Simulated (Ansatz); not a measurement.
# GeH3N: the cost of one run

Program: Ansatz 0.2.0, Gaussian basis. Level of theory: cc-pVTZ, correlated electrons: outside noble gas. These are calculated values, not measurements.

To be run: UHF; CCSD(T) on ROHF; CCSD(T) on UHF; BCCD(T) on ROHF; CCSDT(Q) on ROHF; CCSDT(Q) on UHF.

## (1) The geometry

The geometry is a PBE0/def2-TZVP stationary point (not a proven minimum) of the parent state, kept for this charge and spin. No spin-orbit coupling is included. The filled d shell of Ge may be among the frozen orbitals whatever the setting's name suggests; the logs give the count.

5 atoms, charge 1, spin multiplicity 2.

Atoms are counted from 1 here; the program's logs count them from 0.

Bond lengths: Ge1–N2 1.703 Å, Ge1–H3 1.543 Å, Ge1–H4 1.529 Å, N2–H5 1.020 Å. Angles: N2–Ge1–H3 128.8°, N2–Ge1–H4 117.8°, H3–Ge1–H4 113.4°, Ge1–N2–H5 110.9°.

In the tables R marks a restricted open-shell determinant and U an unrestricted one; correlation energies count from the lowest restricted Hartree-Fock solution.

## (2) UHF

in.yaml reads:

```yaml
crystal:
  periodic: [false, false, false]
  atoms:
    - {symbol: Ge, position_ang: [0.000000, 0.013551, 0.270262]}
    - {symbol: N, position_ang: [0.000000, -0.128473, -1.427255]}
    - {symbol: H, position_ang: [0.000000, 1.292635, 1.132552]}
    - {symbol: H, position_ang: [0.000000, -1.274515, 1.094008]}
    - {symbol: H, position_ang: [0.000000, 0.790573, -1.870085]}
basis:
  gaussian: {orbitals: cc-pVTZ}
total_charge: 1
magnetization: {spin_polarized: true, initial_magnetization: 1}
hamiltonian: {xc: hf}
output: {orbitals: {seedname: orbitals}}
```

Started as:

```sh
$ ansatz run in.yaml --threads 1 --pin off --events-out ev --progress --plain --max-ram 2816MiB --backend cpu
```

What time and memory should one allow on 1 thread of AMD EPYC 7R13, shared host?

About 9 s, with a peak of 0.37 GiB.
